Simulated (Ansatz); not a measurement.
I need a check of forces and pressure against finite differences of Pd (distorted cell). Use Ansatz's Python interface. Level of theory (first run): r2SCAN, PAW, cutoff 650 eV, 8×8×4 k-points, Methfessel-Paxton smearing of 0.1 eV, D4 dispersion.

```
CELL_PARAMETERS angstrom
2.71504 0.02247 0.00809
-1.33806 2.41845 0.02526
0.01345 0.05626 4.62379
ATOMIC_POSITIONS crystal
Pd 0.65562 0.32934 0.75078
Pd 0.34453 0.66634 0.25235
```

`fdcheck_pd.py`
```python
'''Do the forces of Pd match the slope of the free energy, distorted.'''

import warnings

import ansatz as az
import numpy as np

VECTORS = np.array([
    [2.71504, 0.02247, 0.00809],
    [-1.33806, 2.41845, 0.02526],
    [0.01345, 0.05626, 4.62379],
])
SITES = [
    ('Pd', (0.65562, 0.32934, 0.75078)),
    ('Pd', (0.34453, 0.66634, 0.25235)),
]


def on_lattice(cell):
    crystal = az.Crystal(lattice=az.Lattice.of(cell))
    for symbol, position in SITES:
        crystal = crystal.atom(symbol, position)
    return crystal

warnings.simplefilter('ignore', az.DeckWarning)

def solve(crystal):
    return (
        crystal.calculation()
        .functional('r2scan', dispersion='D4')
        .occupations('methfessel_paxton')
        .initial_density(normalization='atom')
        .mixing('msr1', preconditioner='none')
        .basis(650, xc_grid=2)  # plane waves up to this kinetic energy
        .kpoints(8, 8, 4)
        .scf(tolerance=1e-09)
        .forces()  # minus the gradient of the free energy
        .stress()  # GPa
        .run(threads=1)
    ).report


centre = solve(on_lattice(VECTORS))
start = on_lattice(VECTORS)
# central difference: F = -(E(+h) - E(-h)) / 2h
print(f'force on atom 0 along x: analytic {centre["forces_ev_ang"][0][0]:.4f} eV/A')
for h in (0.004, 0.016):
    shift = np.eye(3)[0] * h @ np.linalg.inv(VECTORS)
    plus, minus = (solve(start.move(0, to=np.array(SITES[0][1]) + sign * shift))['lagrangian_ev'] for sign in (1, -1))
    print(f'  step {h} A: numerical {-(plus - minus) / (2 * h):.4f} eV/A')
# P = -dF/dV; the difference feels the change of the plane-wave count with the cell
volume = abs(np.linalg.det(VECTORS))
larger, smaller = (solve(on_lattice(VECTORS * (1 + sign * 0.005) ** (1 / 3)))['lagrangian_ev'] for sign in (1, -1))
numerical = -(larger - smaller) / (0.01 * volume) * 160.21766
print(f'pressure: analytic {np.trace(centre["stress_gpa"]) / 3:.3f}, numerical {numerical:.3f} GPa')
```

`python fdcheck_pd.py` gives:
```text
force on atom 0 along x: analytic 0.0805 eV/A
  step 0.004 A: numerical 0.0805 eV/A
  step 0.016 A: numerical 0.0804 eV/A
pressure: analytic -3.923, numerical -3.918 GPa
```

What to keep in mind:
- The settings weren't tested for convergence.
- The run is spin-unpolarised.
- Dispersion corrections can be off by several per cent in the lattices of metals, and by several GPa in the pressure at a fixed cell.
- The mesh is modest for a metal, so energies can be off by several to tens of meV an atom and pressures by half a GPa or more; differences at equal mesh fare better.
- The program warned that this SCF threshold is loose for forces or stresses.
- Pressure is positive in compression.
- The cell is a database structure, distorted on purpose.
- The central difference errs as the square of the step, so the shorter step is the fairer test; what remains comes from the finite grid and the SCF threshold.
- The script silences the warnings on its input, which a real study should read.
- Hardware and time: 2.1 min on 1 thread of Arm Neoverse V2 (shared host), peak memory 0.46 GiB.
